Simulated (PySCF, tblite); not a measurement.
# C6H5N2O radical: geometry, infrared bands and EPR parameters

What infrared bands and EPR parameters should C6H5N2O radical (`N#C/C=C(\[CH]O)CC#N`) show?

Programs: tblite 0.8.0 and PySCF 2.14.0, with density-fitted response routines of our own. Each step states its level of theory. These are calculated values for one molecule in the gas phase, unless marked as measured. Atoms count from 0, in the outputs and in this text.

**1. The starting structure**

14 atoms, charge 0, multiplicity 2; geometry from: force field or distance geometry start.

Bonds of the start (Å): N0–C1 1.19, C1–C2 1.42, C2–C3 1.33, C3–C4 1.51, C4–O5 1.38, C3–C6 1.49, C6–C7 1.49, C7–N8 1.15, C2–H9 1.08, C4–H10 1.13, O5–H11 1.00, C6–H12 1.12, C6–H13 1.09.

**2. Relaxing the molecule with GFN2-xTB**

What the job is given:

```
{"job": {"kind": "relax", "xc": "GFN2-xTB", "basis": "xTB"}, "charge": 0, "multiplicity": 2}
N      3.448500    -1.003600     0.294900
C      2.332400    -1.000000    -0.127800
C      1.006500    -0.991000    -0.630000
C      0.093800    -0.151300    -0.140000
C      0.573300     0.726700     0.988700
O     -0.206500     1.856800     1.126400
C     -1.310700    -0.094800    -0.631300
C     -2.237100    -0.411900     0.486500
N     -2.947800    -0.673300     1.358300
H      0.709000    -1.653100    -1.432500
H      1.640200     1.016600     0.771400
H     -0.123900     2.480300     0.347400
H     -1.430700    -0.961100    -1.328000
H     -1.547800     0.859300    -1.106100
```

On the command line:

```console
$ OMP_NUM_THREADS=1 python probes_run.py task.json out
```

One launch serves the whole session: the jobs run in the order shown.

The log of the run:

```text
step      E/eV     max force
  0    -682.90111    4.815
  1    -682.91607   14.438
  2    -683.64386    2.337
  3    -683.80065    1.505
  4    -683.89975    3.375
  5    -683.91780    3.116
  6    -684.00916    0.915
  7    -684.04491    0.787
  8    -684.13124    1.610
  9    -684.16488    0.988
 10    -684.17802    0.246
 11    -684.18621    0.500
 12    -684.19477    0.593
 13    -684.20227    0.359
 14    -684.20969    0.235
 15    -684.21808    0.487
 16    -684.22974    0.791
 17    -684.24439    0.814
 18    -684.26284    0.485
 19    -684.28728    0.578
 20    -684.32169    0.955
 21    -684.36944    1.622
 22    -684.40514    1.712
 23    -684.37295    1.567
 24    -684.49966    0.757
 25    -684.48211    1.322
 26    -684.53265    0.358
 27    -684.53832    1.034
 28    -684.55345    0.423
 29    -684.56858    0.206
 30    -684.58140    0.201
 31    -684.58542    0.184
 32    -684.58822    0.173
 33    -684.59253    0.112
 34    -684.59566    0.169
 35    -684.59932    0.166
 36    -684.60315    0.170
 37    -684.60732    0.167
 38    -684.61115    0.147
 39    -684.61408    0.149
 40    -684.61621    0.143
 41    -684.61793    0.088
 42    -684.61961    0.134
 43    -684.62073    0.087
 44    -684.62138    0.065
 45    -684.62184    0.048
 46    -684.62239    0.056
 47    -684.62307    0.072
 48    -684.62376    0.071
 49    -684.62427    0.065
 50    -684.62463    0.063
 51    -684.62493    0.048
 52    -684.62517    0.031
 53    -684.62531    0.025
 54    -684.62540    0.023
 55    -684.62549    0.023
 56    -684.62560    0.023
 57    -684.62569    0.020
 58    -684.62575    0.016
 59    -684.62579    0.015
 60    -684.62583    0.018
 61    -684.62587    0.015
 62    -684.62590    0.013
 63    -684.62592    0.010
 64    -684.62594    0.013
 65    -684.62596    0.013
 66    -684.62598    0.012
 67    -684.62600    0.011
 68    -684.62602    0.013
 69    -684.62605    0.015
 70    -684.62610    0.019
 71    -684.62616    0.025
 72    -684.62620    0.028
 73    -684.62625    0.027
 74    -684.62633    0.022
 75    -684.62642    0.025
 76    -684.62651    0.024
 77    -684.62658    0.022
 78    -684.62666    0.029
 79    -684.62676    0.031
 80    -684.62691    0.032
 81    -684.62707    0.037
 82    -684.62722    0.043
 83    -684.62739    0.048
 84    -684.62760    0.045
 85    -684.62784    0.040
 86    -684.62803    0.036
 87    -684.62817    0.043
 88    -684.62828    0.036
 89    -684.62835    0.089
 90    -684.62849    0.026
 91    -684.62862    0.056
 92    -684.62877    0.065
 93    -684.62899    0.042
 94    -684.62933    0.057
 95    -684.62994    0.059
 96    -684.63040    0.083
 97    -684.63036    0.132
 98    -684.63082    0.049
 99    -684.63097    0.084
100    -684.63131    0.118
101    -684.63155    0.121
102    -684.63175    0.074
103    -684.63184    0.065
104    -684.63188    0.073
105    -684.63192    0.020
106    -684.63197    0.026
107    -684.63209    0.050
108    -684.63203    0.151
109    -684.63228    0.051
110    -684.63238    0.023
111    -684.63256    0.093
112    -684.63267    0.041
113    -684.63276    0.034
114    -684.63256    0.275
115    -684.63297    0.027
116    -684.63305    0.019
117    -684.63292    0.200
118    -684.63316    0.013
119    -684.63320    0.015
120    -684.63327    0.108
121    -684.63335    0.029
122    -684.63343    0.022
123    -684.63373    0.021
124    -684.63376    0.138
125    -684.63390    0.045
126    -684.63394    0.017
127    -684.63400    0.071
128    -684.63407    0.029
129    -684.63421    0.039
130    -684.63441    0.080
131    -684.63471    0.076
132    -684.63491    0.044
133    -684.63505    0.051
134    -684.63508    0.056
135    -684.63514    0.017
136    -684.63516    0.013
137    -684.63517    0.013
138    -684.63518    0.024
139    -684.63519    0.023
140    -684.63519    0.025
141    -684.63520    0.022
142    -684.63521    0.020
143    -684.63523    0.016
144    -684.63523    0.012
145    -684.63524    0.010
146    -684.63524    0.011
147    -684.63525    0.010
```

It took 0.68 s on 1 thread of Arm Neoverse V2, shared host.

Step by step: (not every step is listed)

| step | energy from step 0 (eV) | largest force (eV/Å) |
| --- | --- | --- |
| 0 | 0.0000 | 4.8149 |
| 1 | -0.0150 | 14.4378 |
| 2 | -0.7428 | 2.3374 |
| 3 | -0.8995 | 1.5046 |
| 4 | -0.9986 | 3.3754 |
| 5 | -1.0167 | 3.1162 |
| 6 | -1.1080 | 0.9145 |
| 7 | -1.1438 | 0.7866 |
| 8 | -1.2301 | 1.6099 |
| 21 | -1.4683 | 1.6225 |
| 34 | -1.6945 | 0.1689 |
| 47 | -1.7220 | 0.0717 |
| 60 | -1.7247 | 0.0177 |
| 73 | -1.7251 | 0.0275 |
| 86 | -1.7269 | 0.0362 |
| 99 | -1.7299 | 0.0844 |
| 112 | -1.7316 | 0.0406 |
| 125 | -1.7328 | 0.0448 |
| 138 | -1.7341 | 0.0243 |
| 142 | -1.7341 | 0.0199 |
| 143 | -1.7341 | 0.0163 |
| 144 | -1.7341 | 0.0124 |
| 145 | -1.7341 | 0.0104 |
| 146 | -1.7341 | 0.0108 |
| 147 | -1.7341 | 0.0095 |

Distances of close pairs at the start and the end, largest changes first:

| bond | before (Å) | after (Å) | change (Å) |
| --- | --- | --- | --- |
| C3–C4 | 1.508 | 1.373 | -0.136 |
| C2–C3 | 1.333 | 1.398 | +0.064 |
| C4–H10 | 1.127 | 1.082 | -0.045 |
| C6–C7 | 1.486 | 1.443 | -0.043 |
| N0–C1 | 1.193 | 1.155 | -0.039 |
| O5–H11 | 1.001 | 0.963 | -0.038 |
| C1–C2 | 1.418 | 1.382 | -0.035 |
| C4–O5 | 1.380 | 1.349 | -0.031 |

The final coordinates are the input of the step that follows.

**3. Infrared spectrum with GFN2-xTB**

What the job is given:

```
{"job": {"kind": "ir", "xc": "GFN2-xTB", "basis": "xTB"}, "charge": 0, "multiplicity": 2}
N      3.339221    -1.205029     0.273958
C      2.215689    -1.170647     0.009186
C      0.874411    -1.126405    -0.322497
C      0.086424     0.017620    -0.168934
C      0.595783     1.177499     0.359487
O     -0.163684     2.283564     0.503426
C     -1.367031    -0.039798    -0.583565
C     -2.081668    -0.980128     0.245155
N     -2.630231    -1.732176     0.907463
H      0.437215    -2.032261    -0.715662
H      1.632486     1.219318     0.666195
H      0.339172     3.001427     0.902233
H     -1.455836    -0.360089    -1.626268
H     -1.822628     0.946634    -0.472342
```

The log of the run:

```text
mode    cm-1     km/mol
  1      15.8      5.38
  2      76.1      7.54
  3     120.3      7.64
  4     153.9      9.05
  5     232.7      3.04
  6     243.8      3.66
  7     333.1      6.42
  8     371.5     31.25
  9     377.8    136.49
 10     429.7      1.20
 11     455.1     17.41
 12     475.3     10.57
 13     578.9     11.71
 14     647.4      3.36
 15     698.2     13.87
 16     761.8      2.87
 17     858.3      2.03
 18     908.7     12.52
 19     997.9      7.91
 20    1072.9      4.84
 21    1113.0      1.90
 22    1144.3     20.58
 23    1206.7    366.82
 24    1233.0     54.26
 25    1261.6     54.45
 26    1303.5     30.95
 27    1407.9     11.79
 28    1430.4     11.81
 29    1535.9    149.88
 30    2285.4    175.51
 31    2414.6    212.91
 32    2952.9      7.98
 33    2990.5      0.96
 34    3060.7     27.31
 35    3083.2      2.00
 36    3547.3     86.68
```

Wall time 0.32 s (1 thread of Arm Neoverse V2, shared host).

The strongest bands and the atoms that carry them (share of the mass-weighted mode):

| cm⁻¹ | km/mol | atoms |
| --- | --- | --- |
| 378 | 136.5 | H11 55 %, C7 18 % |
| 1207 | 366.8 | H11 34 %, O5 23 %, C4 22 % |
| 1233 | 54.3 | H9 27 %, C3 14 %, H12 14 %, C4 12 % |
| 1262 | 54.5 | H13 29 %, C6 21 %, H10 16 %, H12 15 % |
| 1536 | 149.9 | C4 51 %, C3 37 % |
| 2285 | 175.5 | C1 61 %, N0 38 % |
| 2415 | 212.9 | C7 60 %, N8 39 % |
| 3547 | 86.7 | H11 94 % |

**4. g tensor and hyperfine couplings: B3LYP/pcH-1**

Same as in step 3 but for these lines:

```diff
@@ -1,2 +1,2 @@
-{"job": {"kind": "ir", "xc": "GFN2-xTB", "basis": "xTB"}, "charge": 0, "multiplicity": 2}
+{"job": {"kind": "epr", "basis": "pcH-1"}, "charge": 0, "multiplicity": 2}
 N      3.339221    -1.205029     0.273958
```

Method: UKS B3LYP, pcH-1 on C H N O, non-relativistic, mean-field spin-orbit, GIAO.

The log of the run:

```text
UKS, coarse grid
  cycle   1  E = -416.17669255  |g| = 5.61e-01
  cycle   2  E = -415.72998659  |g| = 1.17e+00
  cycle   3  E = -416.29822655  |g| = 1.93e-01
  cycle   4  E = -416.31258004  |g| = 8.03e-02
  cycle   5  E = -416.31525987  |g| = 2.53e-02
  cycle   6  E = -416.31554895  |g| = 1.23e-02
  cycle   7  E = -416.31562240  |g| = 6.85e-03
  cycle   8  E = -416.31566146  |g| = 2.83e-03
  cycle   9  E = -416.31566838  |g| = 1.61e-03
  cycle  10  E = -416.31567035  |g| = 4.43e-04
UKS, final grid
  cycle   1  E = -416.31567823  |g| = 5.93e-04
  cycle   2  E = -416.31567792  |g| = 1.07e-03
  cycle   3  E = -416.31567846  |g| = 1.37e-04
  cycle   4  E = -416.31567848  |g| = 1.09e-04
  cycle   5  E = -416.31567849  |g| = 6.60e-05
  cycle   6  E = -416.31567850  |g| = 1.48e-05
E = -416.31567850 Eh   <S^2> = 0.7738 (exact 0.7500)
g shifts (ppm)      1          2          3
  rmc          -192       -192       -192
  gc             -5         43         37
  oz_so          44        939       1979
  total        -153        790       1823
hyperfine (MHz)  atom isotope    a_iso     a_fc   dipolar eigenvalues
    0   14N       5.44       5.44    -11.00     -8.39     19.39
    1   13C     -39.34     -39.34    -12.42     -0.86     13.29
    2   13C      49.28      49.28    -47.79    -46.01     93.80
    3   13C     -41.00     -41.00    -19.57      7.91     11.66
    4   13C      39.53      39.53    -39.54    -39.02     78.56
    5   17O     -13.71     -13.71    -44.49     21.57     22.91
    6   13C       2.98       2.98     -0.90     -0.01      0.92
    7   13C      -8.79      -8.79     -0.65     -0.19      0.84
    8   14N       0.06       0.06     -0.39      0.10      0.30
    9    1H     -40.72     -40.72    -22.43     -0.60     23.04
   10    1H     -32.12     -32.12    -15.56     -2.67     18.23
   11    1H      -8.69      -8.69     -9.17     -5.56     14.73
   12    1H      -9.75      -9.75     -1.93     -0.80      2.73
   13    1H      -1.63      -1.63     -2.24     -1.31      3.55
```

It took 67 s on 1 thread of Arm Neoverse V2, shared host; peak memory 1.1 GiB.

Principal g values 2.00217, 2.00311, 2.00414; g(iso) = 2.00314, against 2.00232 for a free electron.

Mean a(iso) over the nuclei that a row names, and the largest dipolar term of the row (other rows stand at the frozen geometry):

| nuclei | isotope | a(iso) (MHz) | a(iso) (G, at g = 2.0023) | largest dipolar term (MHz) |
| --- | --- | --- | --- | --- |
| C2 | 13C | 49.3 | 17.6 | 93.8 |
| C3 | 13C | -41.0 | -14.6 | -19.6 |
| H9 | 1H | -40.7 | -14.5 | 23.0 |
| C4 | 13C | 39.5 | 14.1 | 78.6 |
| C1 | 13C | -39.3 | -14.0 | 13.3 |
| H10 | 1H | -32.1 | -11.5 | 18.2 |
| O5 | 17O | -13.7 | -4.9 | -44.5 |
| C7 | 13C | -8.8 | -3.1 | 0.8 |
| H11 | 1H | -8.7 | -3.1 | 14.7 |
| H12, H13 | 1H | -5.7 | -2.0 | 3.5 |
| N0 | 14N | 5.4 | 1.9 | 19.4 |
| C6 | 13C | 3.0 | 1.1 | 0.9 |
| N8 | 14N | 0.1 | 0.0 | -0.4 |

Mulliken spin populations:

N0 0.23; C1 -0.13; C2 0.60; C3 -0.18; C4 0.45; O5 0.09; C6 0.01; C7 0.00; N8 0.00; H9 -0.03; H10 -0.02; H11 0.00; H12 0.00; H13 0.00

In first order the couplings over 0.8 MHz of 1H, 14N give 72 distinct lines over 37.0 G, if the averaged nuclei exchange fast; the same motion can average rows kept apart here too.

Orbitals, density, ELF and potential are computed afterwards from the orbital file.

ELF in a plane through or near 8 of the atoms.

Ten even steps from '0' (0.00) to '9' (0.99):
```
0000000000000000000000000000
0000000000000000000000000000
0000000000000000000000000000
0000000000000000000000000000
0000011110001551000000000000
0003665554028997000110000000
0027997876559995002332100000
0048984753933750035654210000
0026887865845861277565210000
0002454442137227679754200000
0000010002237437646410000000
0000000399923751389600000000
0000000899933530059820000000
0000000364237568301200000000
0000000000168378610000000000
0000000000799543200000000000
0000000000475100000000000000
0000000000000000000000000000
0000000000000000000000000000
0000000000000000000000000000
```
The map spans 11.7 Å across and 11.3 Å up, centred on the molecule. Atoms in the plane (x, y in Å): N0 (-3.2, 1.5), C1 (-2.1, 1.4), C2 (-0.7, 1.3), C3 (-0.1, 0.0), C4 (-0.7, -1.2), O5 (-0.1, -2.3), H10 (-1.8, -1.1), H11 (-0.7, -3.1).

log10 of the density (e/Å³) in the same plane.

Ten even steps from ' ' (-4.0) to '@' (1.6):
```
                                                        
                                                        
                                                        
          ......................                        
      ..::----------::--------::..........              
    ::--==++++++++++==++++++++==------------::..        
  ..--==**########******####**++============--::..      
  ::--++**##@@%%@@@@####%%##**++==++****++++==--::      
  ..--==++**################********####**++==--::      
    ::--==++++++++++++**################**++==--..      
      ::------====++++**##############**++==--::..      
        ..::--==++**####%%##**********++==--::..        
          ..::==++**####%%##**++++++++++--::..          
            ::--==++++**##%%%%##++====--::..            
              ..::--++**##%%%%##++==::....              
                ..--==******++++==--..                  
                  ..--======----::..                    
                    ..::::......                        
                                                        
                                                        
```
The map spans 11.7 Å across and 11.3 Å up, centred on the molecule. Atoms in the plane (x, y in Å): N0 (-3.2, 1.5), C1 (-2.1, 1.4), C2 (-0.7, 1.3), C3 (-0.1, 0.0), C4 (-0.7, -1.2), O5 (-0.1, -2.3), H10 (-1.8, -1.1), H11 (-0.7, -3.1).

On the surface of density 0.002 e/bohr³ the electrostatic potential runs, from the 1st to the 99th percentile, from -1.74 V near N8 to 3.48 V near H11.

The spin density lies nearest to C2, C4 about 27 % each; N0 15 %; O5 8 %; C3 8 % (beta excess).

**5. What came out**

| quantity | value |
| --- | --- |
| strongest single infrared mode (GFN2-xTB) | 1207 cm⁻¹, 367 km/mol |
| zero-point energy (GFN2-xTB) | 59.7 kcal/mol |
| g(iso) (B3LYP) | 2.00314 |
| ⟨S²⟩ | 0.774 (exact 0.75) |
| largest a(iso) (averaged by class) | 13C on C2, 49.3 MHz |
| potential on the surface of density 0.002 e/bohr³, 1st and 99th percentile | -1.74 V and 3.48 V |

Relaxing lowered the energy by 1.734 eV in 147 steps; the close pair that moved most is C3–C4, from 1.508 to 1.373 Å. No mode is imaginary among the 36: a minimum at this level. The strongest single mode, at 1207 cm⁻¹, has its largest shares on H11, O5 and C4 (the list is cut at 3 atoms). Unscaled tight-binding wavenumbers are off by several per cent, some by more. Its intensities can rank the bands wrongly. The largest spin populations lie on C2 (0.60 e), C4 (0.45 e). The isotropic g lies 0.8 ppt above the free-electron value. These values are for one conformer; the search (at its own cheap level) found 2 more, at 0.00, 1.28 kcal/mol (those within 0.05 may be mirror or relabelled copies), and measured spectra average over such forms.
